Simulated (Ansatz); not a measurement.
# Ga4P: further runs on a relaxed guess

The task, for Ga4P: see whether it has a gap, which orbitals make up the states near it and how charge is shared.

Computed with Ansatz 0.2.0 (DFT PBE, scalar-relativistic, plane waves, PAW, unless a step's input says otherwise).

1 further run of the same task is left out (set aside as unsound or not needed). Runs told in other sessions of the task aren't counted.

## Step 1: Starting point

It takes space group P-43m (No. 215, cubic). The conventional cell has a = 4.715 Å, b = 4.715 Å, c = 4.715 Å, α = 90.00°, β = 90.00°, γ = 90.00°. Around Ga (site symmetry 3m) lie 1 P at 2.43 Å and 3 Ga at 2.71 Å. P (site symmetry -43m) has 4 Ga at 2.43 Å in its first shell of neighbours.

As a file:

```
Ga P
1.0
     4.71489    0.00000    0.00000
     0.00000    4.71489    0.00000
     0.00000    0.00000    4.71489
Ga P
4 1
Cartesian
  1.4009 1.4009 1.4009
  3.3140 3.3140 1.4009
  1.4009 3.3140 3.3140
  3.3140 1.4009 3.3140
  0.0000 0.0000 0.0000
```

It is the end of an earlier relaxation with the same method, from a database cell with other species swapped in; it is a trial structure. At a tolerance of 0.05 Å it has space group P-43m (No. 215); it has 20.96 Å³/atom, an uncorrected energy of +0.13 eV/atom over the elements.

## Step 2: Bands, states and charges

input.yaml

```yaml
crystal:
  lattice:
    - [4.7148893921, 0.0, 0.0]
    - [0.0, 4.7148893921, 0.0]
    - [0.0, 0.0, 4.7148893921]
  atoms:
    - { symbol: Ga, position: [0.2971284292, 0.2971284292, 0.2971284292] }
    - { symbol: Ga, position: [0.7028715708, 0.7028715708, 0.2971284292] }
    - { symbol: Ga, position: [0.2971284292, 0.7028715708, 0.7028715708] }
    - { symbol: Ga, position: [0.7028715708, 0.2971284292, 0.7028715708] }
    - { symbol: P, position: [0.0, 0.0, 0.0] }
basis:
  ecutwfc: 420
kpoints:
  mp_grid: { grid: [8, 8, 8] }
  band_path:
    path:
      - [[0.0, 0.0, 0.0], [0.0, 0.5, 0.0], [0.5, 0.5, 0.0], [0.0, 0.0, 0.0], [0.5, 0.5, 0.5], [0.0, 0.5, 0.0]]
      - [[0.5, 0.5, 0.5], [0.5, 0.5, 0.0]]
    npoints: 14
hamiltonian:
  xc: pbe
scf:
  occupations: { method: gaussian, width: 0.1 }
  n_extra_bands: 12
output:
  forces: true
  stress: true
  eigenvalues: true
  populations: true
  dos: { projected: true, de: 0.02, nscf_kmesh: { grid: [10, 10, 10] } }
  bader: true
  write_density: true
  write_potential: true
  elf: true
  volumetric_format: npy
```

The run is started by

```
ansatz run input.yaml --threads 1 --pin off --max-ram 2560MiB --backend cpu --events-out ev --progress --plain --runs-dir out
```

Output:

```text
Warning: RAYON_NUM_THREADS=1 ignored (pool sized by the plan → 1); use --threads N
scf.n_extra_bands = 12 over 29 filled bands (N_el = 57.0): the run solves 41 bands
Engine: ansatz 0.2.0, x86_64-unknown-linux-gnu
Pseudopotentials: kind: paw
Pseudopotential: Ga, paw, valence charge 13, recommended cutoff 420 eV (normal), Ga.paw.azcp
Pseudopotential: P, paw, valence charge 5, recommended cutoff 420 eV (normal), P.paw.azcp
Functional definition: PBE
  parameter kappa = 0.804
  parameter beta = 0.06672455060314922
  exchange = pbe_x(kappa = kappa, mu = beta*pi^2/3)
  correlation = pbe_c(beta = beta)
Crystal: 5 atoms, lattice volume = 104.813 Å³
Basis set: ecut = 420 eV, 2103 PW (Γ), exchange–correlation on 64×64×64 points (8 copies of the dense FFT grid, shifted against one another)
Bands: 41, of which v1, the nominal top of the filled ones, is band 29 counted from 1 (28 counted from 0)
Symmetry: 24 space group operations
Space group: P-43m (ITA 215), of the structure as read, at distance tolerance 4.7e-5 Å
k-points: 35 of 512 (time reversal used)
Non-local potential: Ga, projectors of the file, l = 0: 2, l = 1: 2, l = 2: 3, l = 3: 1
Non-local potential: P, projectors of the file, l = 0: 2, l = 1: 2, l = 2: 2
PAW form: soft (Blöchl's): semilocal exchange-correlation on the pseudo side does not see the compensation charge
PAW one-centre angular grid: Ga, 590 points (default); XC on 64 Gauss nodes
PAW one-centre angular grid: P, 110 points (default); XC on 64 Gauss nodes
Initial density: superposition of atomic densities (neutral atoms: chi_scale 0, normalization atom), corrected by the library's trained network
Initial wavefunctions: pseudopotential atomic-orbital guess
Functional: x = pbe(κ = 0.804, μ = 0.2195149727645171), c = pbe(β = 0.06672455060314922)
SCF iter   1: F=—  HF=-15887.096574 eV  |F-HF|=—  |Δ(HF+E_count)|=         —  Δρ=3.29e-3  dr2=2.75e-2  ethr=1.77e-3  ⟨swp⟩=6.6  Hψ=6218  notcnv=0  defer=35
preconditioner: auto → Kerker (q_TF=auto, 2.465 Å⁻¹)  [metal: Δε(μ)=0.090 eV  Ē_g=16.919 eV  σ=0.100 eV  W_gap=0.48  n_scr=26 (ndim 8)  ℏωp=27.4 eV  f_vac=0.000  D(μ)=1.76/eV (n_scr^D=6)]
SCF iter   2: F=—  HF=-15887.090991 eV  |F-HF|=—  |Δ(HF+E_count)|=   5.58e-3  Δρ=1.81e-3  dr2=9.55e-3  ethr=4.82e-5  ⟨swp⟩=1.9  Hψ=1840  notcnv=0  defer=47
preconditioner: auto → Resta (q_TF=auto, 2.465 Å⁻¹)  ε∞=3.6  [insulator: Δε(μ)=0.100 eV  Ē_g=16.896 eV  σ=0.100 eV  W_gap=0.52  n_scr=26 (ndim 8)  ℏωp=27.4 eV  f_vac=0.000  D(μ)=1.74/eV (n_scr^D=6)  ε∞_Penn≈3.6]
SCF iter   3: F=—  HF=-15887.090093 eV  |F-HF|=—  |Δ(HF+E_count)|=   8.98e-4  Δρ=1.44e-3  dr2=1.46e-3  ethr=1.67e-5  ⟨swp⟩=2.0  Hψ=2287  notcnv=0  defer=47
SCF iter   4: F=—  HF=-15887.088780 eV  |F-HF|=—  |Δ(HF+E_count)|=   1.31e-3  Δρ=3.97e-4  dr2=2.03e-4  ethr=2.57e-6  ⟨swp⟩=2.0  Hψ=2164  notcnv=0  defer=47
SCF iter   5: F=—  HF=-15887.088731 eV  |F-HF|=—  |Δ(HF+E_count)|=   4.85e-5  Δρ=1.17e-4  dr2=9.01e-6  ethr=3.55e-7  ⟨swp⟩=2.0  Hψ=2261  notcnv=0  defer=47
SCF iter   6: F=—  HF=-15887.088756 eV  |F-HF|=—  |Δ(HF+E_count)|=   2.45e-5  Δρ=4.42e-5  dr2=1.11e-6  ethr=1.58e-8  ⟨swp⟩=2.0  Hψ=2265  notcnv=0  defer=47
SCF iter   7: F=—  HF=-15887.088756 eV  |F-HF|=—  |Δ(HF+E_count)|=   2.07e-7  Δρ=8.78e-6  dr2=1.11e-7  ethr=1.95e-9  ⟨swp⟩=2.0  Hψ=2068  notcnv=0  defer=47
SCF iter   8: F=-15887.088755 eV  HF=-15887.088755 eV  |F-HF|=1.28e-8  |Δ(HF+E_count)|=   3.25e-8  Δρ=3.56e-6  dr2=9.12e-9  ethr=1.75e-10  ⟨swp⟩=14.8  Hψ=10257  notcnv=0
SCF 1 converged in 8 iterations: F = -15887.088755 eV  dr2 = 9.12e-9
NSCF: frozen V_eff on 86 k-points
NSCF: frozen V_eff on 56 k-points
SCF converged after 8 iterations
Free energy (F): -15887.088755 eV
Harris-Foulkes:  -15887.088755 eV  (|F-HF|=1.28e-8)
Internal energy: -15887.080113 eV  (E = F + TS)
E sigma→0 (E₀):  -15887.084434 eV
Entropy (-TS):   -0.008643 eV (-1.729 meV/atom)
Fermi energy:    8.175138 eV
--- Per-component energies (eV) ---
  E_band       = -224.476514
  E_kinetic    = 526.644189
  E_local      = -8105.850209  (includes V_loc(G=0)·N_el)
  E_nonlocal   = 1724.139314
  E_hartree    = 3777.132864
  E_xc         = -337.065338
  E_vxc        = -290.758864  (∫ρ·V_xc dr)
  E_paw        = -8513.118228  (= ΣΔE_a)
  E_vpaw       = -1632.926271  (= ΣTr[D̂ρ^β])
  E_aug_tail   = -0.000423  (compensation charges beyond the density's cutoff)
  E_ewald      = -4958.962283
  E_smearing   = -0.008643  (= −TS)
  E_closure    = -0.000000  (closes the sum)
  Σ components = -15887.088755   (vs F -15887.088755, Δ=0.00e0)
--- Forces (eV/Å), atoms counted from 1 ---
  atom   1  Ga    -0.00036178    -0.00036178    -0.00036178
  atom   2  Ga     0.00036178     0.00036178    -0.00036178
  atom   3  Ga    -0.00036178     0.00036178     0.00036178
  atom   4  Ga     0.00036178    -0.00036178     0.00036178
  atom   5  P     -0.00000000     0.00000000     0.00000000
  max |Σ_I F_I| component: 1.72e-16 eV/Å
--- Stress (GPa, compression-positive) ---
        0.004940       0.000000       0.000000
        0.000000       0.004940      -0.000000
        0.000000      -0.000000       0.004940
  P = ⅓ Tr σ = 0.0049 GPa (0.049 kbar)
--- Band table (eV; the first three rows and the last of 35) ---
  k-point 0: bands = ["-7.2582", "-7.0750", "-7.0750", "-7.0625", "-7.0625", "-7.0625", "-6.9755", "-6.9755", "-6.9755", "-6.8874", "-6.8874", "-6.8501", "-6.8501", "-6.8501", "-6.8349", "-6.8349", "-6.8349", "-6.7588", "-6.7588", "-6.7588", "-3.8631", "0.0697", "3.0767", "3.0767", "3.0767", "6.0043", "6.0043", "7.8309", "7.8309", "7.8309", "9.3383", "12.0951", "12.0951", "12.0951", "12.1355", "12.1355", "12.1355", "14.3001", "14.3001", "16.0900", "16.0900"]
  k-point 1: bands = ["-7.2481", "-7.0742", "-7.0700", "-7.0597", "-7.0588", "-7.0588", "-6.9785", "-6.9732", "-6.9732", "-6.8890", "-6.8866", "-6.8534", "-6.8534", "-6.8527", "-6.8445", "-6.8375", "-6.8375", "-6.7632", "-6.7586", "-6.7586", "-3.7957", "-0.0714", "2.9427", "3.1259", "3.1259", "6.1115", "6.3562", "7.2929", "7.6963", "7.6963", "10.0858", "11.2568", "11.2568", "11.3284", "12.1991", "13.3360", "13.3360", "14.5230", "15.2903", "15.3168", "15.3168"]
  k-point 2: bands = ["-7.2205", "-7.0718", "-7.0569", "-7.0548", "-7.0491", "-7.0491", "-6.9862", "-6.9672", "-6.9672", "-6.8974", "-6.8846", "-6.8649", "-6.8622", "-6.8622", "-6.8600", "-6.8439", "-6.8439", "-6.7737", "-6.7582", "-6.7582", "-3.6094", "-0.4669", "2.8926", "3.2558", "3.2558", "5.7815", "6.4245", "7.3341", "7.3341", "8.0266", "10.1134", "10.9309", "10.9309", "11.1316", "12.4883", "13.7222", "13.7222", "14.4740", "15.1936", "15.4014", "15.4014"]
  k-point 34: bands = ["-7.2587", "-7.0467", "-7.0467", "-7.0467", "-7.0138", "-7.0138", "-6.9829", "-6.9829", "-6.9829", "-6.9224", "-6.9224", "-6.9224", "-6.8455", "-6.8455", "-6.8455", "-6.8450", "-6.8450", "-6.7566", "-6.7566", "-6.7566", "-2.5902", "0.9509", "1.9788", "1.9788", "1.9788", "3.8180", "3.8180", "3.8180", "11.3252", "11.3252", "11.3252", "12.9229", "13.8505", "13.8505", "14.7239", "14.7239", "14.7239", "15.6108", "15.6108", "15.6108", "17.0922"]
--- Löwdin populations: 5 sites ---
  site symbol       q [e]
     0     Ga     12.9816
     1     Ga     12.9816
     2     Ga     12.9816
     3     Ga     12.9816
     4      P      4.9443
  spilling = 0.002270 (of n_electrons = 57.000000)
--- Bader charges: 5 sites ---
  site symbol  charge [e]  shift [e]
     0     Ga      0.1959     0.0001
     1     Ga      0.1959     0.0001
     2     Ga      0.1959     0.0001
     3     Ga      0.1959     0.0001
     4      P     -0.7836     0.0004
  estimated error of the sums over rays = 2.7e-4 e
```

Wall time 2 min (1 thread of AMD EPYC (Zen 3), shared host); peak memory 0.5 GiB.

Site by site:

```csv
atom,Löwdin electrons,Bader charge (e),Bader volume (Å³)
Ga1,12.98,+0.20,20.1
Ga2,12.98,+0.20,20.1
Ga3,12.98,+0.20,20.1
Ga4,12.98,+0.20,20.1
P5,4.94,-0.78,24.3
```

bands.tsv at the labelled points (eV, zero at the Fermi level; the bands nearest the Fermi level):

```tsv
point	band 26	band 27	band 28	band 29	band 30	band 31	band 32	band 33
Γ	-2.17	-2.17	-0.34	-0.34	-0.34	1.16	3.92	3.92
X	-3.83	-1.41	-1.41	-0.93	0.34	2.42	3.03	3.03
M	-1.80	-1.22	-1.22	-0.52	-0.25	0.38	0.38	4.49
Γ	-2.17	-2.17	-0.34	-0.34	-0.34	1.16	3.92	3.92
R	-4.36	-4.36	-4.36	3.15	3.15	3.15	4.75	5.67
X	-3.83	-1.41	-1.41	-0.93	0.34	2.42	3.03	3.03
R	-4.36	-4.36	-4.36	3.15	3.15	3.15	4.75	5.67
M	-1.80	-1.22	-1.22	-0.52	-0.25	0.38	0.38	4.49
```

Counts of states by energy window (eV from the Fermi level), total and by projection:

```csv
from,to,total,Ga 4s,Ga 4p,P 3p
-8,-7,0.13,0.07,0.05,0.01
-7,-6,2.03,0.89,0.62,0.47
-6,-5,2.07,0.92,0.51,0.57
-5,-4,1.65,0.51,0.53,0.55
-4,-3,1.36,0.21,0.70,0.39
-3,-2,2.11,0.40,1.08,0.54
-2,-1,2.45,0.48,1.31,0.59
-1,0,1.17,0.27,0.63,0.21
0,1,2.59,0.56,1.58,0.25
1,2,2.75,0.58,1.55,0.41
2,3,2.72,0.38,1.74,0.36
3,4,2.80,0.30,1.94,0.25
4,5,2.16,0.17,1.55,0.17
5,6,2.54,0.21,1.65,0.21
```

Below -8 eV lie 44 or so more states.

Density in a lattice plane of the grid's cell (edges 4.71 and 4.71 Å, at 0.297 of the third edge), which holds Ga.

Ten even steps from '0' (0.05 e/Å³) to '9' (46.52 e/Å³):
```
000000000000000000000000
000000000000000000000000
000000000000000000000000
000000000000000011000000
000000000000000146310000
000000000000000279510000
000000000000000145310000
000000000000000011000000
000000000000000000000000
000000000000000000000000
000000000000000000000000
000000011000000000000000
000001354100000000000000
000001597200000000000000
000001364100000000000000
000000011000000000000000
000000000000000000000000
000000000000000000000000
000000000000000000000000
000000000000000000000000
```
Columns run along the first of these edges and rows up along the second, over one cell in 24 and 20 even steps from the bottom left corner. Atoms in the plane (fractional): Ga at (0.30, 0.30), Ga at (0.70, 0.70).

ELF in the same plane.

Values, 12 rows by 12 columns:
```
0.43 0.32 0.19 0.12 0.13 0.19 0.29 0.28 0.26 0.27 0.35 0.46
0.34 0.19 0.10 0.08 0.14 0.30 0.31 0.28 0.19 0.20 0.28 0.35
0.27 0.12 0.08 0.11 0.21 0.37 0.30 0.18 0.04 0.04 0.20 0.27
0.23 0.13 0.14 0.21 0.29 0.39 0.31 0.17 0.06 0.04 0.19 0.26
0.21 0.19 0.30 0.37 0.39 0.42 0.36 0.30 0.17 0.18 0.28 0.28
0.20 0.29 0.31 0.30 0.31 0.36 0.45 0.36 0.31 0.30 0.31 0.29
0.21 0.28 0.28 0.18 0.17 0.30 0.36 0.42 0.39 0.37 0.30 0.19
0.23 0.26 0.19 0.04 0.06 0.17 0.31 0.39 0.29 0.21 0.14 0.13
0.27 0.27 0.20 0.04 0.04 0.18 0.30 0.37 0.21 0.11 0.08 0.12
0.34 0.35 0.28 0.20 0.19 0.28 0.31 0.30 0.14 0.08 0.10 0.19
0.43 0.46 0.35 0.27 0.26 0.28 0.29 0.19 0.13 0.12 0.19 0.32
0.47 0.43 0.34 0.27 0.23 0.21 0.20 0.21 0.23 0.27 0.34 0.43
```
Columns run along the first of these edges and rows up along the second, over one cell in 12 and 12 even steps from the bottom left corner. Atoms in the plane (fractional): Ga at (0.30, 0.30), Ga at (0.70, 0.70).

Both are smooth fields of the valence electrons: close to the nuclei they are not physical.

Outside the cores ELF peaks at 0.88 on the P–Ga line, 0.8 Å from P; 0.52 on the Ga–Ga line, 1.4 Å from Ga.

## Step 3: The same system, input altered

input.yaml

```yaml
crystal:
  lattice:
    - [4.7148893921, 0.0, 0.0]
    - [0.0, 4.7148893921, 0.0]
    - [0.0, 0.0, 4.7148893921]
  atoms:
    - { symbol: Ga, position: [0.2971284292, 0.2971284292, 0.2971284292] }
    - { symbol: Ga, position: [0.7028715708, 0.7028715708, 0.2971284292] }
    - { symbol: Ga, position: [0.2971284292, 0.7028715708, 0.7028715708] }
    - { symbol: Ga, position: [0.7028715708, 0.2971284292, 0.7028715708] }
    - { symbol: P, position: [0.0, 0.0, 0.0] }
basis:
  ecutwfc: 420
kpoints:
  mp_grid: { grid: [8, 8, 8] }
hamiltonian:
  xc: pbe
scf:
  max_iter: 60
output:
  forces: true
  eigenvalues: true
  stress: true
```

The run is started by

```
ansatz run input.yaml --threads 1 --pin off --max-ram 2560MiB --backend cpu --events-out ev --progress --plain --runs-dir out
```

Output:

```text
Error: YAML parse error: `scf.occupations.method` is required: fixed only where the cell keeps a band gap throughout the run, explicit beside scf.occupations.values (under evaluate: without them), else a smearing such as fermi_dirac (scf.occupations.width is optional; its entry in the input reference gives the default)
```

Run time: 0.05 s. Hardware: 1 thread of AMD EPYC (Zen 3), shared host; peak memory 0.028 GiB.

## Step 4: Reading the log

The program refused the input before any cycle. The line that matters: «`scf.occupations.method` is required: fixed only where the cell keeps a band gap throughout the run, explicit beside scf.occupations.values (under evaluate: without them) ...»

In the input, scf.occupations.method is missing; scf.occupations.width is missing. A required setting is missing, and the program won't guess it.

What to do: set scf.occupations.method to gaussian and scf.occupations.width to 0.1.

## Step 5: Summary of results

| quantity | value |
| --- | --- |
| gap | none (metal) |
| states at the Fermi level | 2.01 per eV per cell |
| Bader charges | Ga +0.20, P -0.78 e |

In words: Bands cross the Fermi level: a metal at this level of theory. Of the projected weight within 0.25 eV of the Fermi level, the largest part is Ga 4p (62 %) and Ga 4s (22 %). Bader charges reach 0.8 e, so charge transfer in this metal is moderate.
